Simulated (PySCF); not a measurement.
# Thiophene-2-carbonyl fluoride (2p) (C5H3FOS): NMR shifts at several levels of theory, part 2 of 2

PySCF 2.14.0. Atoms count from 0.

**6. NMR shieldings: PBE0/cc-pVTZ**

What the job is given:

```
{"job": {"kind": "nmr", "xc": "PBE0", "basis": "cc-pVTZ", "pop": true}, "charge": 0, "multiplicity": 1}
O      2.793793     1.195128     0.524380
C      2.121687     0.252997     0.260226
F      2.671010    -0.954787     0.055544
C      0.672684     0.206157     0.110937
C     -0.127092    -0.872402    -0.207214
C     -1.496210    -0.524424    -0.267213
C     -1.703964     0.807928     0.007822
S     -0.252281     1.645596     0.333241
H      0.276496    -1.868824    -0.387033
H     -2.300048    -1.222412    -0.502663
H     -2.654559     1.340541     0.031608
```

Level: GIAO PBE0/cc-pVTZ NMR shielding, non-relativistic, gas phase.

What it wrote:

```text
coarse grid: 11088 points
cycle   1  E = -765.0642377106  dE =  1.625e+00  |g| = 9.071e-01  |ddm| = 7.085e+00
cycle   2  E = -764.6385789808  dE =  4.257e-01  |g| = 1.779e+00  |ddm| = 3.207e+00
cycle   3  E = -765.2044415519  dE = -5.659e-01  |g| = 2.467e-01  |ddm| = 2.225e+00
cycle   4  E = -765.2142259476  dE = -9.784e-03  |g| = 9.093e-02  |ddm| = 4.486e-01
cycle   5  E = -765.2155468112  dE = -1.321e-03  |g| = 2.671e-02  |ddm| = 1.347e-01
cycle   6  E = -765.2157303542  dE = -1.835e-04  |g| = 9.161e-03  |ddm| = 4.989e-02
cycle   7  E = -765.2157501585  dE = -1.980e-05  |g| = 2.184e-03  |ddm| = 1.371e-02
cycle   8  E = -765.2157510272  dE = -8.687e-07  |g| = 9.435e-04  |ddm| = 3.821e-03
final grid: 106720 points
cycle   9  E = -765.2111265074  dE = -4.228e-05  |g| = 1.377e-02  |ddm| = 9.726e-02
cycle  10  E = -765.2110231824  dE =  1.033e-04  |g| = 2.552e-02  |ddm| = 4.802e-02
cycle  11  E = -765.2111647350  dE = -1.416e-04  |g| = 2.861e-03  |ddm| = 3.337e-02
cycle  12  E = -765.2111662047  dE = -1.470e-06  |g| = 5.643e-04  |ddm| = 4.121e-03
cycle  13  E = -765.2111662648  dE = -6.005e-08  |g| = 1.282e-04  |ddm| = 8.916e-04
cycle  14  E = -765.2111662672  dE = -2.377e-09  |g| = 8.200e-05  |ddm| = 2.816e-04
cycle  15  E = -765.2111662687  dE = -1.525e-09  |g| = 2.092e-05  |ddm| = 1.204e-04
cycle  16  E = -765.2111662688  dE = -1.105e-10  |g| = 5.256e-06  |ddm| = 3.360e-05
converged SCF energy = -765.2111662688

GIAO shielding tensors (ppm)
atom      isotropic    diamagn.    paramagn.     s11        s22        s33       span
  0 O      -71.036     399.932    -470.968   -301.195   -166.152    254.239    555.434
  1 C       30.017     243.291    -213.274    -75.102     54.569    110.586    185.688
  2 F      165.909     475.547    -309.638    -40.344    232.658    305.413    345.757
  3 C       50.282     259.135    -208.852    -12.533     46.716    116.664    129.197
  4 C       47.492     255.628    -208.135    -32.512     18.871    156.118    188.630
  5 C       56.110     255.669    -199.560    -21.805     38.565    151.570    173.375
  6 C       43.362     255.169    -211.807    -52.507     34.809    147.785    200.292
  7 S      277.647    1059.054    -781.407    140.389    257.557    434.996    294.607
  8 H       23.415      31.244      -7.829     20.573     22.897     26.774      6.201
  9 H       24.115      30.196      -6.081     21.197     24.399     26.750      5.553
 10 H       23.493      29.466      -5.973     20.952     23.244     26.284      5.332
```

It took 41 s on 1 thread, shared host.

This run: δ C1 157.3, C6 143.9, C4 139.8, C3 137.0, H8 7.88, H10 7.80 ppm.

**7. NMR shieldings: PBE0/aug-cc-pVDZ**

Settings changed since step 6:

```diff
@@ -1,2 +1,2 @@
-{"job": {"kind": "nmr", "xc": "PBE0", "basis": "cc-pVTZ", "pop": true}, "charge": 0, "multiplicity": 1}
+{"job": {"kind": "nmr", "xc": "PBE0", "basis": "aug-cc-pVDZ", "pop": true}, "charge": 0, "multiplicity": 1}
 O      2.793793     1.195128     0.524380
```

Level: GIAO PBE0/aug-cc-pVDZ NMR shielding, non-relativistic, gas phase.

What it wrote:

```text
coarse grid: 11088 points
cycle   1  E = -764.9601699878  dE =  1.666e+00  |g| = 8.518e-01  |ddm| = 1.234e+01
cycle   2  E = -764.5415384937  dE =  4.186e-01  |g| = 1.708e+00  |ddm| = 6.179e+00
cycle   3  E = -765.0937376595  dE = -5.522e-01  |g| = 2.273e-01  |ddm| = 4.579e+00
cycle   4  E = -765.1026691623  dE = -8.932e-03  |g| = 8.266e-02  |ddm| = 5.575e-01
cycle   5  E = -765.1038854385  dE = -1.216e-03  |g| = 2.484e-02  |ddm| = 1.744e-01
cycle   6  E = -765.1040558958  dE = -1.705e-04  |g| = 7.630e-03  |ddm| = 7.151e-02
cycle   7  E = -765.1040699121  dE = -1.402e-05  |g| = 1.956e-03  |ddm| = 2.644e-02
cycle   8  E = -765.1040706856  dE = -7.735e-07  |g| = 9.073e-04  |ddm| = 7.454e-03
final grid: 106720 points
cycle   9  E = -765.1155214642  dE = -1.087e-05  |g| = 1.261e-02  |ddm| = 3.462e-01
cycle  10  E = -765.1154263322  dE =  9.513e-05  |g| = 2.370e-02  |ddm| = 9.307e-02
cycle  11  E = -765.1155580348  dE = -1.317e-04  |g| = 2.599e-03  |ddm| = 5.952e-02
cycle  12  E = -765.1155593790  dE = -1.344e-06  |g| = 3.173e-04  |ddm| = 5.075e-03
cycle  13  E = -765.1155593999  dE = -2.090e-08  |g| = 1.115e-04  |ddm| = 1.031e-03
cycle  14  E = -765.1155594020  dE = -2.047e-09  |g| = 6.420e-05  |ddm| = 4.057e-04
cycle  15  E = -765.1155594029  dE = -9.495e-10  |g| = 1.923e-05  |ddm| = 1.769e-04
converged SCF energy = -765.1155594029

GIAO shielding tensors (ppm)
atom      isotropic    diamagn.    paramagn.     s11        s22        s33       span
  0 O      -44.017     398.333    -442.350   -265.996   -129.724    263.669    529.666
  1 C       43.543     228.487    -184.944    -59.105     69.368    120.366    179.470
  2 F      181.238     466.332    -285.093     -9.778    247.606    305.887    315.665
  3 C       61.342     202.856    -141.514      0.675     58.588    124.763    124.088
  4 C       61.794     232.931    -171.137    -14.702     34.218    165.865    180.567
  5 C       70.826     233.257    -162.432     -3.190     54.486    161.181    164.371
  6 C       55.410     254.049    -198.639    -37.166     46.813    156.582    193.748
  7 S      318.533    1057.043    -738.510    191.110    294.843    469.645    278.535
  8 H       23.404      36.797     -13.393     20.639     22.796     26.777      6.139
  9 H       24.173      37.218     -13.045     21.376     24.459     26.684      5.308
 10 H       23.505      42.966     -19.460     21.062     23.139     26.316      5.254
```

Wall time 26 s (1 thread, shared host).

In short: δ C1 151.6, C6 139.7, C3 133.8, C4 133.3, H8 7.99, H10 7.89 ppm.

**8. NMR shieldings: PBE0/IGLO-III**

Settings changed since step 7:

```diff
@@ -1,2 +1,2 @@
-{"job": {"kind": "nmr", "xc": "PBE0", "basis": "aug-cc-pVDZ", "pop": true}, "charge": 0, "multiplicity": 1}
+{"job": {"kind": "nmr", "xc": "PBE0", "basis": "IGLO-III", "pop": true}, "charge": 0, "multiplicity": 1}
 O      2.793793     1.195128     0.524380
```

Level: GIAO PBE0/IGLO-III NMR shielding, non-relativistic, gas phase.

What it wrote:

```text
coarse grid: 11088 points
cycle   1  E = -765.0650956384  dE =  1.600e+00  |g| = 9.270e-01  |ddm| = 2.739e+00
cycle   2  E = -764.6200690836  dE =  4.450e-01  |g| = 1.811e+00  |ddm| = 1.200e+00
cycle   3  E = -765.2068650600  dE = -5.868e-01  |g| = 2.573e-01  |ddm| = 8.985e-01
cycle   4  E = -765.2169968368  dE = -1.013e-02  |g| = 1.072e-01  |ddm| = 1.599e-01
cycle   5  E = -765.2188632554  dE = -1.866e-03  |g| = 2.695e-02  |ddm| = 7.203e-02
cycle   6  E = -765.2190490217  dE = -1.858e-04  |g| = 9.788e-03  |ddm| = 2.744e-02
cycle   7  E = -765.2190709705  dE = -2.195e-05  |g| = 2.354e-03  |ddm| = 6.026e-03
cycle   8  E = -765.2190719956  dE = -1.025e-06  |g| = 1.047e-03  |ddm| = 1.897e-03
final grid: 106720 points
cycle   9  E = -765.2239411978  dE = -8.110e-05  |g| = 1.353e-02  |ddm| = 5.869e-02
cycle  10  E = -765.2238481884  dE =  9.301e-05  |g| = 2.431e-02  |ddm| = 2.074e-02
cycle  11  E = -765.2239753571  dE = -1.272e-04  |g| = 3.074e-03  |ddm| = 1.451e-02
cycle  12  E = -765.2239769991  dE = -1.642e-06  |g| = 8.590e-04  |ddm| = 1.594e-03
cycle  13  E = -765.2239771302  dE = -1.312e-07  |g| = 1.606e-04  |ddm| = 5.585e-04
cycle  14  E = -765.2239771330  dE = -2.784e-09  |g| = 1.056e-04  |ddm| = 1.429e-04
cycle  15  E = -765.2239771355  dE = -2.536e-09  |g| = 2.413e-05  |ddm| = 6.463e-05
cycle  16  E = -765.2239771357  dE = -1.398e-10  |g| = 6.174e-06  |ddm| = 1.810e-05
converged SCF energy = -765.2239771357

GIAO shielding tensors (ppm)
atom      isotropic    diamagn.    paramagn.     s11        s22        s33       span
  0 O      -80.488     398.491    -478.979   -316.463   -174.005    249.004    565.467
  1 C       23.522     253.614    -230.092    -85.175     48.627    107.114    192.289
  2 F      157.983     468.336    -310.353    -46.502    227.008    293.442    339.944
  3 C       42.201     254.898    -212.698    -22.695     38.786    110.511    133.206
  4 C       39.889     259.390    -219.501    -42.155     10.216    151.607    193.762
  5 C       49.184     256.023    -206.839    -31.276     31.720    147.109    178.385
  6 C       35.626     257.064    -221.438    -63.966     27.997    142.847    206.813
  7 S      240.517    1061.822    -821.305     99.203    217.859    404.488    305.284
  8 H       23.440      31.654      -8.214     20.598     22.932     26.791      6.193
  9 H       24.167      30.115      -5.948     21.200     24.530     26.771      5.571
 10 H       23.537      29.663      -6.126     20.994     23.267     26.351      5.357
```

It took 47 s on 1 thread, shared host.

This run: δ C1 160.3, C6 148.1, C4 143.9, C3 141.6, H8 7.93, H10 7.84 ppm.

**9. Run by run: NMR shifts**

Shifts (ppm) of some atoms, chosen among heavy atoms and hydrogens apart, with basis size and wall time (the measured row can stand on another reference than the computed rows):

| run | C1 | C4 | H8 | H10 | O0 | F2 | S7 | functions | time |
| --- | --- | --- | --- | --- | --- | --- | --- | --- | --- |
| PBE0/def2-SVP | 148.8 | 132.9 | 7.64 | 7.32 | 398.1 | 27.5 | 243 | 131 | 12 s |
| PBE0/def2-TZVP | 158.0 | 140.9 | 7.95 | 7.83 | 405.9 | 16.5 | 280 | 272 | 38 s |
| PBE0/cc-pVDZ | 148.8 | 134.0 | 7.59 | 7.50 | 394.1 | 19.4 | 223 | 131 | 13 s |
| PBE0/cc-pVTZ | 157.3 | 139.8 | 7.88 | 7.80 | 405.9 | 16.7 | 247 | 286 | 41 s |
| PBE0/aug-cc-pVDZ | 151.6 | 133.3 | 7.99 | 7.89 | 379.9 | 12.9 | 239 | 215 | 26 s |
| PBE0/IGLO-III | 160.3 | 143.9 | 7.93 | 7.84 | 407.7 | 16.7 | 278 | 319 | 47 s |
| measured | – | – | – | – | – | 24.3 | – | – | – |

Measured: solution, CDCl3; Marie Gonay, Chloé Batisse, Jean-François Paquin, Synthesis of Acyl Fluorides from Carboxylic Acids Using NaF-Assisted Deoxofluorination with XtalFluor-E, J. Org. Chem. 2020, 85, 10253−10260.

**10. Outcome**

The summary covers parts 1 to 2.

| quantity | value |
| --- | --- |
| point group | Cs |
| rotational constants (main isotopes) | 3.70, 1.41, 1.02 GHz |
| ¹³C shifts against TMS (PBE0/def2-SVP) | 148.8, 138.5, 133.1, 132.9, 124.3 ppm |
| ¹H shifts against TMS (PBE0/def2-SVP) | 7.64, 7.32, 6.92 ppm |
| ¹⁷O shifts against H2O (PBE0/def2-SVP) | 398.1 ppm |
| ¹⁹F shifts against CFCl3 (PBE0/def2-SVP) | 27.5 ppm |
| ³³S shifts against CS2 (PBE0/def2-SVP) | 243 ppm |
| measured, and computed on the same scale | F2 δ 24.3, 27.5 ppm |
| range of the shift of S7 | 223 to 280 ppm |

**Reading.** Single values in the summary come from the first run of each kind that ended normally (PBE0/def2-SVP), which need not be the best level. The optimisation took 8 steps and gained 0.047 eV; among the close pairs (by a distance rule), C1–F2 changed most, from 1.374 to 1.343 Å. At PBE0/def2-SVP: The widest tensor belongs to O0: span 569 ppm, with a paramagnetic part of -450 ppm. The one measured ¹⁹F shift is missed by +3.2 ppm (computed less measured, unscaled). Vibration, temperature and solvent are missing from the calculation, and it holds one conformer, so part of the miss against the measured shifts is not the functional's. NICS(1)zz of -27 ppm above the planar ring from C3 marks a diatropic (aromatic) ring current. Across the 6 runs the shift of S7 moves most, between 223 (PBE0/cc-pVDZ) and 280 ppm (PBE0/def2-TZVP). For the one measured ¹⁹F shift, PBE0/def2-SVP misses least (3.2 ppm, 12 s) and PBE0/aug-cc-pVDZ most (11.4 ppm, 26 s). One molecule ranks no method: errors cancel, and vibration and temperature are missing from all runs.
